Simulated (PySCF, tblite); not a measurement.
# C₅H₇O₂ radical: geometry, infrared bands and EPR parameters

Aim: predict the infrared bands and EPR parameters of C₅H₇O₂ radical (`[CH2]C(=O)/C=C/OC`).

Programs: tblite 0.8.0 and PySCF 2.14.0, with density-fitted response routines of our own. Each step states its level of theory. These are calculated values for one molecule in the gas phase, unless marked as measured. Atoms count from 0, in the outputs and in this text.

## Step 1: The molecule as given

14 atoms, charge 0, multiplicity 2; geometry from: force field or distance geometry start.

Bonds of the start (Å): C0–C1 1.46, C1–O2 1.22, C1–C3 1.49, C3–C4 1.34, C4–O5 1.37, O5–C6 1.43, C0–H7 1.08, C0–H8 1.08, C3–H9 1.08, C4–H10 1.09, C6–H11 1.09, C6–H12 1.09, C6–H13 1.09.

## Step 2: Optimising the geometry with GFN2-xTB

What the job is given:

```
{"job": {"kind": "relax", "xc": "GFN2-xTB", "basis": "xTB"}, "charge": 0, "multiplicity": 2}
C     -2.687400     0.497500     0.298100
C     -1.771800    -0.500300    -0.236300
O     -2.166700    -1.602100    -0.585400
C     -0.346200    -0.082700    -0.284800
C      0.564900    -0.956100    -0.737400
O      1.913000    -0.792400    -0.884300
C      2.471000     0.459800    -0.484600
H     -3.735900     0.234400     0.353200
H     -2.351200     1.468000     0.625100
H     -0.095100     0.899800     0.073500
H      0.296300    -1.952100    -1.091900
H      3.546000     0.416600    -0.652800
H      2.053500     1.277600    -1.068900
H      2.308900     0.631700     0.584500
```

On the command line:

```console
$ OMP_NUM_THREADS=1 python probes_run.py task.json out
```

The driver reads the jobs from task.json and runs them one after another.

**Question.** This job is followed by: GFN2-xTB harmonic vibrations, gas phase; UKS B3LYP, pcH-1 on C H O, non-relativistic, mean-field spin-orbit, GIAO. Predict these results of the whole session: strongest single infrared mode (GFN2-xTB); zero-point energy (GFN2-xTB); g(iso) (B3LYP); ⟨S²⟩; largest a(iso) (averaged by class); surface potential, 1st and 99th percentile.

**Answer**, as computed:

| quantity | value |
| --- | --- |
| strongest single infrared mode (GFN2-xTB) | 1632 cm⁻¹, 732 km/mol |
| zero-point energy (GFN2-xTB) | 66.2 kcal/mol |
| g(iso) (B3LYP) | 2.00469 |
| ⟨S²⟩ | 0.763 (exact 0.75) |
| largest a(iso) (averaged by class) | 13C on C0, 69.1 MHz |
| surface potential, 1st and 99th percentile | -1.93 V and 1.30 V |

In words: The optimisation took 20 steps and gained 0.070 eV; among the close pairs (by a distance rule), C0–C1 changed most, from 1.456 to 1.420 Å. All 36 modes are real, so the xTB geometry is a minimum. The strongest single mode, at 1632 cm⁻¹, moves mainly C4 and C3. GFN2-xTB is a fitted tight-binding method: band positions and strengths are rough. Its intensities can rank the bands wrongly. C0 carries the largest spin population, 0.90 e. The isotropic g lies 2.4 ppt above the free-electron value.
